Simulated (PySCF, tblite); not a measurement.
# C5H10FN3Si: geometry, infrared bands and NMR shifts

Wanted: the infrared bands and NMR shifts of C5H10FN3Si (`N#CC[Si@@H]1NC[C@H](CF)N1`), by calculation.

Programs: tblite 0.8.0 and PySCF 2.14.0, with density-fitted response routines of our own. Each step states its level of theory. These are calculated values for one molecule in the gas phase, unless marked as measured. Atoms are numbered from 0 throughout.

## (1) The starting structure

20 atoms, charge 0, multiplicity 1; geometry from: force field or distance geometry start.

Bonds of the start (Å): N0–C1 1.16, C1–C2 1.46, C2–Si3 1.83, Si3–N4 1.74, N4–C5 1.49, C5–C6 1.54, C6–C7 1.52, C7–F8 1.37, C6–N9 1.48, N9–Si3 1.72, C2–H10 1.11, C2–H11 1.09, Si3–H12 1.49, N4–H13 1.01, C5–H14 1.09, C5–H15 1.10, C6–H16 1.11, C7–H17 1.09, C7–H18 1.09, N9–H19 1.02.

## (2) Geometry optimisation with GFN2-xTB

Job settings and geometry (Å):

```
{"job": {"kind": "relax", "xc": "GFN2-xTB", "basis": "xTB"}, "charge": 0, "multiplicity": 1}
N      3.957900     2.264100    -0.434600
C      3.305200     1.313400    -0.586900
C      2.526700     0.087200    -0.755700
Si     1.260500    -0.107000     0.555600
N      0.338000    -1.574700     0.443800
C     -1.042800    -1.336900    -0.061100
C     -1.417100     0.071800     0.446600
C     -2.547000     0.679900    -0.362100
F     -3.662400    -0.095500    -0.211400
N     -0.159400     0.841600     0.390800
H      2.033600     0.111500    -1.745100
H      3.189100    -0.775600    -0.765400
H      1.716700    -0.021400     1.970000
H      0.271300    -1.942200     1.380500
H     -1.041400    -1.374400    -1.153000
H     -1.725800    -2.103200     0.328100
H     -1.733900    -0.013200     1.502600
H     -2.795100     1.679300    -0.019700
H     -2.317300     0.722200    -1.428300
H     -0.162000     1.583900     1.091800
```

Started as:

```bash
> OMP_NUM_THREADS=1 python probes_run.py task.json out
```

This one command runs all jobs of the session in turn.

**Question.** This job is followed by: GFN2-xTB harmonic vibrations, gas phase; GIAO PBE0/pcSseg-1 NMR shielding, non-relativistic, gas phase. Predict these results of the whole session: strongest single infrared mode (GFN2-xTB); zero-point energy (GFN2-xTB); ¹³C shifts against TMS (PBE0/pcSseg-1); ¹H shifts against TMS (PBE0/pcSseg-1); ¹⁵N shifts against NH3 (PBE0/pcSseg-1); ²⁹Si shifts against TMS (PBE0/pcSseg-1); ¹⁹F shifts against CFCl3 (PBE0/pcSseg-1).

**Answer**, as computed:

| quantity | value |
| --- | --- |
| strongest single infrared mode (GFN2-xTB) | 2403 cm⁻¹, 336 km/mol |
| zero-point energy (GFN2-xTB) | 95.1 kcal/mol |
| ¹³C shifts against TMS (PBE0/pcSseg-1) | 121.3, 87.0, 56.7, 47.6, 6.2 ppm |
| ¹H shifts against TMS (PBE0/pcSseg-1) | 5.45, 4.53, 4.29, 3.62, 3.58, 3.47, 1.54, 1.41, 0.59, 0.20 ppm |
| ¹⁵N shifts against NH3 (PBE0/pcSseg-1) | 296.1, 30.7, 27.4 ppm |
| ²⁹Si shifts against TMS (PBE0/pcSseg-1) | -16.2 ppm |
| ¹⁹F shifts against CFCl3 (PBE0/pcSseg-1) | -244.5 ppm |

What this shows: The optimisation took 174 steps and gained 0.710 eV; among the close pairs (by a distance rule), C2–Si3 changed most, from 1.833 to 1.912 Å. All 54 modes are real, so the xTB geometry is a minimum. The strongest single mode, at 2403 cm⁻¹, moves mainly C1 and N0. GFN2-xTB is a fitted tight-binding method: band positions and strengths are rough. Its intensities can rank the bands wrongly. C1 (nitrile carbon) lies farthest downfield among carbon, at 121.3 ppm; this is the usual window of a C≡N carbon, which has no attached hydrogen. At PBE0/pcSseg-1: The widest tensor belongs to N0: span 512 ppm, with a paramagnetic part of -368 ppm.
